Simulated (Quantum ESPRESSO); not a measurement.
Cu:

```
Cu
1.0
    -1.64000    1.64000    1.30000
     1.64000   -1.64000    1.30000
     1.64000    1.64000   -1.30000
Cu
1
Direct
  0.00000 0.00000 0.00000
```

The cell was built by a generator and needn't be a form met in nature.

Base run:

| Quantity | Value |
| --- | --- |
| Program | Quantum ESPRESSO 7.5 |
| Functional | PBEsol |
| Potentials or basis | GBRV 1.5 PBEsol |
| Cutoff | 762 eV |
| Density cutoff | 6095 eV |
| k mesh | 16 × 16 × 20 |
| Occupations | methfessel-paxton, width 0.1 eV |
| Spin | no spin polarisation |

Its results: band gap on the k mesh none (metal or under the smearing width); pressure -19.2 GPa.

Question: The run is repeated on the same cell with these changes: functional from PBEsol to LDA; potentials or basis from GBRV 1.5 PBEsol to GBRV 1.5 LDA. What comes out?

Answer: Band gap on the k mesh none (metal or under the smearing width); pressure -23.6 GPa.

Caveats: so large a pressure means that the cell lies far from this level's equilibrium, or that cutoff or potentials fall short.

Not every run made on this cell is shown here.
